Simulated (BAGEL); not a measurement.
**B3LYP/6-31G(d) (density fitting with qzvpp-jkfit, spherical functions) run of C2H6SSi (SMILES C[Si]SC)**

What is the energy change on altering one bond length of C2H6SSi at B3LYP/6-31G* (density fitting with qzvpp-jkfit, spherical functions)? 

The calculation is run with BAGEL 1.2.2.

### Step 1. The system as given

C2H6SSi: 10 atoms, total charge 0, spin state singlet. SMILES: `C[Si]SC`. The coordinates come from a PBE0-D4/def2-TZVP relaxation. This is one conformer, not always the lowest.

Bond lengths: C1–Si2 1.902 Å, Si2–S3 2.120 Å, S3–C4 1.813 Å, C1–H5 1.096 Å, C1–H6 1.095 Å, C1–H7 1.092 Å, C4–H8 1.089 Å, C4–H9 1.089 Å, C4–H10 1.090 Å. Some angles: C1–Si2–S3 101.6°, Si2–S3–C4 111.5°, Si2–C1–H5 111.4°, Si2–C1–H6 111.6°, Si2–C1–H7 110.2°, S3–C4–H8 110.9°, S3–C4–H9 110.8°, S3–C4–H10 107.2°, H5–C1–H6 107.2°, H5–C1–H7 108.1°.

### Step 2. The energy at B3LYP/6-31G(d) (density fitting with qzvpp-jkfit, spherical functions)

File input.json:

```json
{ "bagel" : [

{
  "title" : "molecule",
  "basis" : "6-31gs.json",
  "df_basis" : "qzvpp-jkfit",
  "angstrom" : "true",
  "geometry" : [
    { "atom" : "C", "xyz" : [      -0.474500,       1.498000,       0.212000 ] },
    { "atom" : "Si", "xyz" : [      -1.532200,       0.664600,      -1.131800 ] },
    { "atom" : "S", "xyz" : [      -0.684600,      -1.277500,      -1.197000 ] },
    { "atom" : "C", "xyz" : [       0.678400,      -1.448200,      -0.013100 ] },
    { "atom" : "H", "xyz" : [      -0.563800,       0.976000,       1.171000 ] },
    { "atom" : "H", "xyz" : [       0.587400,       1.503400,      -0.056300 ] },
    { "atom" : "H", "xyz" : [      -0.795200,       2.531900,       0.356400 ] },
    { "atom" : "H", "xyz" : [       0.331700,      -1.277900,       1.005200 ] },
    { "atom" : "H", "xyz" : [       1.483700,      -0.753100,      -0.246400 ] },
    { "atom" : "H", "xyz" : [       1.052300,      -2.468400,      -0.097000 ] }
  ]
},

{ "title" : "ks", "xc_func" : "b3lyp" },

{ "title" : "print", "file" : "orbitals.molden", "orbitals" : "true" }

]}
```

The basis set 6-31G* is read from a file made from the Basis Set Exchange's data (not shown).

Command:

```bash
BAGEL_NUM_THREADS=1 BAGEL input.json > input.out
```

Output:

```text
* using 1 threads per process

  ===============================================================
  ===============================================================

  *** Geometry ***

  { "atom" : "C", "xyz" : [     -0.896675,      2.830810,      0.400622 ] },
  { "atom" : "Si", "xyz" : [     -2.895438,      1.255912,     -2.138792 ] },
  { "atom" : "S", "xyz" : [     -1.293707,     -2.414125,     -2.262002 ] },
  { "atom" : "C", "xyz" : [      1.281990,     -2.736701,     -0.024755 ] },
  { "atom" : "H", "xyz" : [     -1.065428,      1.844373,      2.212869 ] },
  { "atom" : "H", "xyz" : [      1.110025,      2.841014,     -0.106392 ] },
  { "atom" : "H", "xyz" : [     -1.502710,      4.784598,      0.673498 ] },
  { "atom" : "H", "xyz" : [      0.626822,     -2.414881,      1.899553 ] },
  { "atom" : "H", "xyz" : [      2.803787,     -1.423153,     -0.465629 ] },
  { "atom" : "H", "xyz" : [      1.988559,     -4.664600,     -0.183303 ] },

  Number of auxiliary basis functions:      514

  Since a DF basis is specified, we compute 2- and 3-index integrals:
    o Being stored without compression. Storage requirement is 0.024 GB

  Number of basis functions:       76
  Number of electrons      :       48

    * METHOD: MOLECULE                             0.29

  *** Kohn-Sham DFT ***

    * Removing 18685 points whose weight is below 1.00e-10
    * Grid points: 130375

  === Nuclear Repulsion ===
   202.3354836625

       - DIIS with orbital gradients will be used.

  === KS iteration (b3lyp / 6-31gs.json) ===
      0       -707.03150046          0.11259463           0.46
      1       -617.45450532          0.20477554           0.43
      2       -667.03973543          0.11363888           0.42
      3       -734.10150791          0.12902687           0.44
      4       -753.70099697          0.10225051           0.44
      5       -740.83999848          0.13360170           0.45
      6       -752.61857458          0.12847102           0.44
      7       -745.23733250          0.13359447           0.44
      8       -710.25764317          0.14903170           0.44
      9       -767.23523868          0.01952485           0.44
     10       -767.26744254          0.01756687           0.43
     11       -767.48607927          0.00435069           0.44
     12       -767.49382980          0.00122604           0.45
     13       -767.49459566          0.00021360           0.45
     14       -767.49459214          0.00019135           0.45
     15       -767.49462218          0.00002356           0.45
     16       -767.49462215          0.00002207           0.45
     17       -767.49462247          0.00000303           0.45
     18       -767.49462247          0.00000066           0.45
     19       -767.49462247          0.00000027           0.44
     20       -767.49462247          0.00000010           0.45
     21       -767.49462247          0.00000009           0.45
     22       -767.49462247          0.00000001           0.44
    * SCF iteration converged.

    * Permanent dipole moment:
           (   -0.793428,    -0.207719,    -0.823908) a.u.

    * METHOD: KS                                  10.96

    * METHOD: PRINT                                0.01

  ===============================================================
```

It took 11 s on 1 thread of Arm Neoverse V1, shared host; peak memory 0.48 GiB.

### Step 3. The distorted shape

File calc.json:

```json
{ "bagel": [

{
  "title": "molecule",
  "basis": "6-31gs.json",
  "df_basis": "qzvpp-jkfit",
  "angstrom": true,
  "geometry": [
    { "atom": "C", "xyz": [   -0.773611,    2.314135,    0.279118 ] },
    { "atom": "Si", "xyz": [   -1.831311,    1.480735,   -1.064682 ] },
    { "atom": "S", "xyz": [   -0.983711,   -0.461365,   -1.129882 ] },
    { "atom": "C", "xyz": [    0.379289,   -0.632065,    0.054018 ] },
    { "atom": "H", "xyz": [   -0.862911,    1.792135,    1.238118 ] },
    { "atom": "H", "xyz": [    0.288289,    2.319535,    0.010818 ] },
    { "atom": "H", "xyz": [   -1.094311,    3.348035,    0.423518 ] },
    { "atom": "H", "xyz": [    0.032589,   -0.461765,    1.072318 ] },
    { "atom": "H", "xyz": [    1.184589,    0.063035,   -0.179282 ] },
    { "atom": "H", "xyz": [    1.052300,   -2.468400,   -0.097000 ] }
  ]
},
{ "title": "ks", "xc_func": "b3lyp" },
{ "title": "print", "file": "orbitals.molden", "orbitals": true }

]}
```

The basis set 6-31G* is read from a file made from the Basis Set Exchange's data (not shown).

Command:

```bash
BAGEL_NUM_THREADS=1 BAGEL calc.json > calc.out
```

Output:

```text
* using 1 threads per process

  ===============================================================
  ===============================================================

  *** Geometry ***

  { "atom" : "C", "xyz" : [     -1.461913,      4.373081,      0.527457 ] },
  { "atom" : "Si", "xyz" : [     -3.460676,      2.798184,     -2.011957 ] },
  { "atom" : "S", "xyz" : [     -1.858944,     -0.871853,     -2.135168 ] },
  { "atom" : "C", "xyz" : [      0.716752,     -1.194430,      0.102079 ] },
  { "atom" : "H", "xyz" : [     -1.630665,      3.386644,      2.339704 ] },
  { "atom" : "H", "xyz" : [      0.544787,      4.383286,      0.020443 ] },
  { "atom" : "H", "xyz" : [     -2.067948,      6.326869,      0.800333 ] },
  { "atom" : "H", "xyz" : [      0.061584,     -0.872609,      2.026387 ] },
  { "atom" : "H", "xyz" : [      2.238549,      0.119119,     -0.338794 ] },
  { "atom" : "H", "xyz" : [      1.988559,     -4.664600,     -0.183303 ] },

  Number of auxiliary basis functions:      514

  Since a DF basis is specified, we compute 2- and 3-index integrals:
    o Being stored without compression. Storage requirement is 0.024 GB

  Number of basis functions:       76
  Number of electrons      :       48

    * METHOD: MOLECULE                             0.29

  *** Kohn-Sham DFT ***

    * Removing 17828 points whose weight is below 1.00e-10
    * Grid points: 131232

  === Nuclear Repulsion ===
   199.6154271003

       - DIIS with orbital gradients will be used.

  === KS iteration (b3lyp / 6-31gs.json) ===
      0       -707.39615860          0.11206364           0.47
      1       -613.37151653          0.20395057           0.45
      2       -666.47608248          0.11879052           0.45
      3       -736.40385126          0.11675926           0.44
      4       -755.72117490          0.09631494           0.44
      5       -744.33198798          0.13444385           0.45
      6       -751.44193095          0.13214488           0.45
      7       -742.02308783          0.13539196           0.45
      8       -710.77786436          0.14995647           0.44
      9       -766.82673223          0.02630465           0.44
     10       -765.24714802          0.04508451           0.45
     11       -767.29138839          0.01043904           0.45
     12       -767.35413162          0.00444781           0.45
     13       -767.36898864          0.00124855           0.45
     14       -767.36963587          0.00101701           0.45
     15       -767.37011876          0.00030981           0.45
     16       -767.37017208          0.00013467           0.45
     17       -767.37018565          0.00002306           0.45
     18       -767.37018570          0.00001902           0.45
     19       -767.37018599          0.00000701           0.45
     20       -767.37018602          0.00000314           0.45
     21       -767.37018603          0.00000225           0.45
     22       -767.37018603          0.00000069           0.45
     23       -767.37018603          0.00000028           0.45
     24       -767.37018603          0.00000009           0.45
     25       -767.37018603          0.00000010           0.46
     26       -767.37018603          0.00000002           0.45
     27       -767.37018603          0.00000001           0.46
    * SCF iteration converged.

    * Permanent dipole moment:
           (   -0.474568,    -0.684953,    -0.733491) a.u.

    * METHOD: KS                                  13.36

    * METHOD: PRINT                                0.01

  ===============================================================
```

Wall time 14 s (1 thread of Arm Neoverse V1, shared host); peak memory 0.49 GiB.

### Step 4. Summary of results

Level: B3LYP/6-31G* (density fitting with qzvpp-jkfit, spherical functions).

```
                                                          quantity          value
                                         first shape: total energy  -767.49462 Eh
                                        first shape: dipole moment         2.95 D
                                          first shape: HOMO energy       -6.08 eV
                                          first shape: LUMO energy       -2.01 eV
                                        first shape: HOMO–LUMO gap        4.07 eV
                                     distorted shape: total energy  -767.37019 Eh
                                    distorted shape: dipole moment         2.82 D
                                      distorted shape: HOMO energy       -6.28 eV
                                      distorted shape: LUMO energy       -2.23 eV
                                    distorted shape: HOMO–LUMO gap        4.05 eV
energy change with the C4–H10 bond stretched from 1.090 to 1.962 Å       3.386 eV
```

With the C4–H10 bond stretched from 1.090 to 1.962 Å the energy rises by 3.39 eV (78 kcal/mol). The first shape isn't relaxed at this level, so the change isn't measured from a minimum. A restricted reference can't describe the breaking bond well at this length.
